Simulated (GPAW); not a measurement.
## TiAu: single point with PBEsol

TiAu:

```xyz
4
Lattice="4.6151 0.0000 0.0000 0.0000 2.9552 0.0000 0.0000 0.0000 4.9475" Properties=species:S:1:pos:R:3 pbc="T T T"
Au    3.5187    1.5001    3.3716
Au    1.1618    1.4843    1.6130
Ti    3.4319   -0.0471    0.9200
Ti    1.1728   -0.0377    4.0993
```

The cell is a database's computed one.

The cell isn't the ideal one: atoms moved at random, drawn with an rms of 0.05 Å.

| Quantity | Value |
| --- | --- |
| Program | GPAW 26.7.0 |
| Task | single point |
| Functional | PBEsol |
| Potentials or basis | PAW data sets generated in the run's folder for this functional |
| Cutoff | 600 eV |
| Basis | pw |
| k mesh | 6 × 9 × 6 |
| Occupations | fermi-dirac, width 0.05 eV |
| Spin | no spin polarisation |

```yaml
Pressure: -4.9 GPa
Largest_force: 0.499 eV/Å
Band_gap_on_the_k_mesh: none (metal or under the smearing width)
```

Forces on the atoms (eV/Å):
```
Au  -0.280 -0.200  0.159
Au  -0.034 -0.156 -0.006
Ti   0.206  0.187  0.304
Ti   0.109  0.169 -0.456
```

Stress tensor (GPa, compression positive):
```
-3.71  0.11 -0.26
 0.11 -6.97 -0.11
-0.26 -0.11 -4.14
```

Levels at points of the mesh, in eV from the Fermi level:
| k point | band 21 | band 22 | band 23 | band 24 | band 25 | band 26 |
| --- | --- | --- | --- | --- | --- | --- |
| (0.00, 0.00, 0.00) | -1.30 | -0.39 | -0.24 | 0.02 | 0.05 | 1.70 |
| (0.00, 0.00, 0.50) | -1.30 | -0.60 | -0.43 | -0.23 | -0.12 | 0.98 |
| (0.50, 0.00, 0.00) | -0.58 | -0.54 | 0.06 | 0.17 | 0.43 | 0.53 |
| (0.50, 0.00, 0.50) | -2.78 | -2.70 | -0.59 | -0.54 | 0.64 | 0.65 |

It took 5.8 min on 1 thread of Arm Neoverse V2 (shared host), peak memory 0.49 GiB.

Caveat: with this Au data set, volumes or pressures lay over 1.5 % or 2 GPa off other programs in two to four cells of ten. The run has no spin-orbit coupling, so splittings on Au are missing.
